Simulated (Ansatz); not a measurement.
# Si4Cl: from a guess to a relaxed structure, part 2 of 2

Where does this trial cell of Si4Cl go when cell and atoms are let free?

Ansatz 0.2.0; DFT PBE, scalar-relativistic, plane waves, PAW.

**4. Full relaxation**

The end of the coarse run is made exact in the group found at a tolerance of 0.06 Å and reduced to its primitive cell.

input.yaml reads:

```yaml
crystal:
  lattice:
    - [-2.9132737557, 2.9132737557, 2.9132737557]
    - [2.9132737557, -2.9132737557, 2.9132737557]
    - [2.9132737557, 2.9132737557, -2.9132737557]
  atoms:
    - { symbol: Si, position: [0.0, 0.5, 0.0] }
    - { symbol: Si, position: [0.5, 0.5, 0.5] }
    - { symbol: Si, position: [0.0, 0.0, 0.5] }
    - { symbol: Si, position: [0.5, 0.0, 0.0] }
    - { symbol: Cl, position: [0.0, 0.0, 0.0] }
basis:
  ecutwfc: 420
kpoints:
  mp_grid: { grid: [10, 10, 10] }
hamiltonian:
  xc: pbe
scf:
  occupations: { method: gaussian, width: 0.1 }
output:
  forces: true
  stress: true
  eigenvalues: true
  write_density: true
  write_potential: true
  elf: true
  volumetric_format: npy
relax:
  adjacent_minimum: "off"
  f_tol: 0.01
  max_steps: 80
  cell: { stress_tol: 0.05 }
```

Command:

```console
> ansatz run input.yaml --threads 1 --pin off --max-ram 2560MiB --backend cpu --events-out ev --progress --plain --runs-dir out
```

The program printed, shortened:

```text
Warning: RAYON_NUM_THREADS=1 ignored (pool sized by the plan → 1); use --threads N
[...]
Pseudopotentials: kind: paw
Pseudopotential: Si, paw, valence charge 4, recommended cutoff 420 eV (normal), Si.paw.azcp
Pseudopotential: Cl, paw, valence charge 7, recommended cutoff 420 eV (normal), Cl.paw.azcp
Functional definition: PBE
[...]
Crystal: 5 atoms, lattice volume = 98.902 Å³
Basis set: ecut = 420 eV, 1961 PW (Γ), exchange–correlation on 72×72×72 points (8 copies of the dense FFT grid, shifted against one another)
Bands: 17, of which v1, the nominal top of the filled ones, is band 12 counted from 1 (11 counted from 0)
Symmetry: 48 space group operations
Space group: Im-3m (ITA 229), of the structure as read, at distance tolerance 4.6e-5 Å
k-points: 47 of 1000
[...]
SCF iter   1: F=—  HF=-3617.189393 eV  |F-HF|=—  |Δ(HF+E_count)|=         —  Δρ=4.21e-3  dr2=3.57e-2  ethr=1.77e-3  ⟨swp⟩=6.6  Hψ=4951  notcnv=0
[...]
        0.017067      -0.000000      -0.000000
       -0.000000       0.017067      -0.000000
        0.000000       0.000000       0.017067
  P = ⅓ Tr σ = 0.0171 GPa (0.171 kbar)
--- Band table (eV; the first three rows and the last of 47) ---
  k-point 0: bands = ["-12.0979", "-2.2818", "-1.4867", "-1.4867", "-1.4867", "1.4832", "1.4832", "1.4832", "4.6561", "4.6561", "4.6561", "8.6611", "8.6611", "8.6682", "8.6682", "8.6682", "12.4642"]
[...]
--- Relaxed structure (1 steps of the walk, 1 accepted, 1 SCFs on fresh bases) ---
  F+E_penalty+E_count = -3617.18091475 eV   max|allowed force component| = 8.899e-31 eV/Å   (the final SCF, on the basis selected at the relaxed cell)
  cell:  # Å, volume = 98.9017 Å³
    - [-2.9132737557, 2.9132737557, 2.9132737557]
    - [2.9132737557, -2.9132737557, 2.9132737557]
    - [2.9132737557, 2.9132737557, -2.9132737557]
  atoms:
    - { symbol: Si, position: [0.0, 0.5, 0.0] }
    - { symbol: Si, position: [0.5, 0.5, 0.5] }
    - { symbol: Si, position: [0.0, 0.0, 0.5] }
    - { symbol: Si, position: [0.5, 0.0, 0.0] }
    - { symbol: Cl, position: [0.0, 0.0, 0.0] }
```

Wall time 5.9 s (1 thread of Intel Xeon 6975P-C (Granite Rapids), shared host); peak memory 0.45 GiB.

The steps of the relaxation:

```
step  E - E(step 1) (eV/cell)  largest force component (eV/Å)  pressure (GPa)  volume (Å³)
   1                   0.0000                          0.0000            0.02        98.90
   2                   0.0000                          0.0000            0.02        98.90
```

Step 1 is the start. Step 2 repeats the geometry before it on a plane-wave basis chosen anew for that cell, so its energy need not be comparable with the rows above.

Lengths and angles in the start's conventional setting:

|  | before | after | change |
| --- | --- | --- | --- |
| a (Å) | 5.827 | 5.827 | 0.0 % |
| b (Å) | 5.827 | 5.827 | 0.0 % |
| c (Å) | 5.827 | 5.827 | 0.0 % |
| volume (Å³/atom) | 19.78 | 19.78 | 0.0 % |
| shortest distance (Å) | 2.523 | 2.523 | 0.0 % |
| space group (0.01 Å) | Im-3m | Im-3m | same |

The run keeps the 48 symmetry operations of the start, so it could not have lowered the symmetry.

The maps below are laid out on this run's own conventional cell (a, b, c = 5.827, 5.827, 5.827 Å).

Density in a lattice plane of the grid's cell (edges 5.83 and 5.83 Å, at 0.250 of the third edge), which holds Si.

Ten even steps from ' ' (0.07 e/Å³) to '@' (0.37 e/Å³):
```
::::::--==++****==--..      ..--==****++==--::::
::::--++##%%@@@@##++--......--++##@@@@%%##++--::
--==++##@@%%%%@@@@%%++------++%%@@@@%%%%@@##++==
==++##@@%%==::==%%@@##++==++##@@%%==::==##@@##++
==**%%@@##::  ::##@@%%**==**%%@@##::  ::##@@%%**
==++##@@%%==::==%%@@##++==++##@@##==::==%%@@##++
----++%%@@@@%%%%@@##++==--==++##@@%%%%@@@@%%++--
....--++##@@@@%%##++--::::::--++##%%@@@@##++--..
    ..--==****++==--::::::::::--==++****==--..  
    ..::--======--::::......::::--======--::..  
    ..--==****++==--::::::::::--==++****==--..  
....--++##@@@@%%##++--::::::--++##%%@@@@##++--..
----++%%@@@@%%%%@@##++==--==++##@@%%%%@@@@%%++--
==++##@@%%==::==%%@@##++==++##@@##==::==%%@@##++
==**%%@@##::  ::##@@%%**==**%%@@##::  ::##@@%%**
==++##@@%%==::==%%@@##++==++##@@%%==::==##@@##++
--==++##@@%%%%@@@@%%++------++%%@@@@%%%%@@##++==
::::--++##%%@@@@##++--......--++##@@@@%%##++--::
::::::--==++****==--..      ..--==****++==--::::
....::::--======--::..      ..::--======--::::..
```
Columns run along the first of these edges and rows up along the second, over one cell in 24 and 20 even steps from the bottom left corner. Atoms in the plane (fractional): Si at (0.75, 0.75), Si at (0.25, 0.25), Si at (0.25, 0.75), Si at (0.75, 0.25).

ELF in the same plane.

Ten even steps from ' ' (0.11) to '@' (0.83):
```
      ::==**%%%%##**--..  ..--**##%%%%**==::    
  ..::==##%%@@@@@@%%**==--==**%%@@@@@@%%##==::..
::--++**##**##%%@@@@%%**++**%%@@@@%%##**##**++--
==++####**++++**##@@@@%%**%%@@@@##**++++**####++
**##@@%%****##****%%@@##**##@@%%****##****%%@@##
**%%@@@@##**++++**####++==++####**++++**##@@@@%%
++**%%@@@@%%##**##**++--::--++**##**##%%@@@@%%**
--==**%%@@@@@@%%##==::..  ..::==##%%@@@@@@%%**==
  ..--**##%%%%**==::          ::==**%%%%##**--..
    ::==******++--..          ..--++******==::  
  ..--**##%%%%**==::          ::==**%%%%##**--..
--==**%%@@@@@@%%##==::..  ..::==##%%@@@@@@%%**==
++**%%@@@@%%##**##**++--::--++**##**##%%@@@@%%**
**%%@@@@##**++++**####++==++####**++++**##@@@@%%
**##@@%%****##****%%@@##**##@@%%****##****%%@@##
==++####**++++**##@@@@%%**%%@@@@##**++++**####++
::--++**##**##%%@@@@%%**++**%%@@@@%%##**##**++--
  ..::==##%%@@@@@@%%**==--==**%%@@@@@@%%##==::..
      ::==**%%%%##**--..  ..--**##%%%%**==::    
      ..--++******==::      ::==******++--..    
```
Columns run along the first of these edges and rows up along the second, over one cell in 24 and 20 even steps from the bottom left corner. Atoms in the plane (fractional): Si at (0.75, 0.75), Si at (0.25, 0.25), Si at (0.25, 0.75), Si at (0.75, 0.25).

Both are smooth fields of the valence electrons: close to the nuclei they are not physical.

Maxima of ELF outside the ion cores: 0.85 in the shell around Cl, 0.7 Å from Cl; 0.85 on the Si–Si line, 1.0 Å from Si.

**5. Changed: occupations.method fermi_dirac, occupations.width 0.3**

input.yaml: that of step 4 with these lines changed.

```diff
@@ -18,11 +18,7 @@
 scf:
-  occupations: { method: gaussian, width: 0.1 }
+  occupations: { method: fermi_dirac, width: 0.3 }
 output:
   forces: true
+  eigenvalues: true
   stress: true
-  eigenvalues: true
-  write_density: true
-  write_potential: true
-  elf: true
-  volumetric_format: npy
 relax:
```

Command:

```console
> ansatz run input.yaml --threads 1 --pin off --max-ram 2560MiB --backend cpu --events-out ev --progress --plain --runs-dir out
```

The program printed, shortened:

```text
Warning: RAYON_NUM_THREADS=1 ignored (pool sized by the plan → 1); use --threads N
[...]
band count auto-derived: 19 (N_el = 23.0; filled up to band 12; 17 by the electrons, moments and atoms)
[...]
Pseudopotentials: kind: paw
Pseudopotential: Si, paw, valence charge 4, recommended cutoff 420 eV (normal), Si.paw.azcp
Pseudopotential: Cl, paw, valence charge 7, recommended cutoff 420 eV (normal), Cl.paw.azcp
Functional definition: PBE
[...]
Crystal: 5 atoms, lattice volume = 98.902 Å³
Basis set: ecut = 420 eV, 1961 PW (Γ), exchange–correlation on 72×72×72 points (8 copies of the dense FFT grid, shifted against one another)
Bands: 19, of which v1, the nominal top of the filled ones, is band 12 counted from 1 (11 counted from 0)
Symmetry: 48 space group operations
Space group: Im-3m (ITA 229), of the structure as read, at distance tolerance 4.6e-5 Å
k-points: 47 of 1000
[...]
  P = ⅓ Tr σ = 0.0053 GPa (0.053 kbar)
--- Band table (eV; the first three rows and the last of 47) ---
  k-point 0: bands = ["-12.1156", "-2.3748", "-1.5093", "-1.5093", "-1.5093", "1.3558", "1.3558", "1.3558", "4.5525", "4.5525", "4.5525", "8.5149", "8.5149", "8.5149", "8.5812", "8.5812", "12.3492", "12.3492", "12.8274"]
[...]
--- Relaxed structure (3 steps of the walk, 3 accepted, 1 SCFs on fresh bases) ---
  F+E_penalty+E_count = -3617.61717726 eV   max|allowed force component| = 1.346e-30 eV/Å   (the final SCF, on the basis selected at the relaxed cell)
  cell:  # Å, volume = 100.0655 Å³
    - [-2.924655729411844, 2.924655729411844, 2.924655729411844]
    - [2.924655729411844, -2.924655729411844, 2.924655729411844]
    - [2.924655729411844, 2.924655729411844, -2.924655729411844]
  atoms:
    - { symbol: Si, position: [0.0, 0.5, 0.0] }
    - { symbol: Si, position: [0.5, 0.5, 0.5] }
    - { symbol: Si, position: [0.0, 0.0, 0.5] }
    - { symbol: Si, position: [0.5, 0.0, 0.0] }
    - { symbol: Cl, position: [1.5494246973270444e-36, -2.0658995964330877e-37, 1.4461297175056699e-36] }
```

It took 10 s on 1 thread of Intel Xeon 6975P-C (Granite Rapids), shared host; peak memory 0.45 GiB.

| run | ending | energy change | pressure (GPa) | gap (eV) | force (eV/Å) | cycles | time |
| --- | --- | --- | --- | --- | --- | --- | --- |
| step 4 | converged | 0 | 0.0 | 0.00 | 0.00 | - | 5.9 s |
| variant | converged | -4.1 meV/atom (σ→0) | 0.0 | 0.00 | 0.00 | 19 | 10 s |

Changing the smearing moves the energy by -4.1 meV/atom (σ→0 values), and the final volume goes from 98.90 to 100.07 Å³. These settings are too coarse to quote as the system's properties.

**6. Summary of results**

This closing draws on all 2 parts. Changes of volume or cell count from the first structure of part 1.

| quantity | value |
| --- | --- |
| symmetry at the end (tolerance 0.05 Å) | space group Im-3m (No. 229) |
| conventional cell | a = 5.827 Å, b = 5.827 Å, c = 5.827 Å, α = 90.00°, β = 90.00°, γ = 90.00° |
| volume | 19.78 Å³/atom |
| energy over the elements (uncorrected; H, N, O, F and Cl as molecules) | +1.10 eV/atom |
| gap on the mesh | none (metal) |

**Reading.** The symmetry goes from space group I-43m (No. 217) to space group Im-3m (No. 229), and the volume per atom shrinks by 3.3 % from the first guess. The formation energy is positive, so the separate elements lie lower. No finished test with a distortion of lower symmetry is shown, so the end may be a saddle point. Spin polarisation is off in the runs that give these values; a magnetic solution could lie lower.
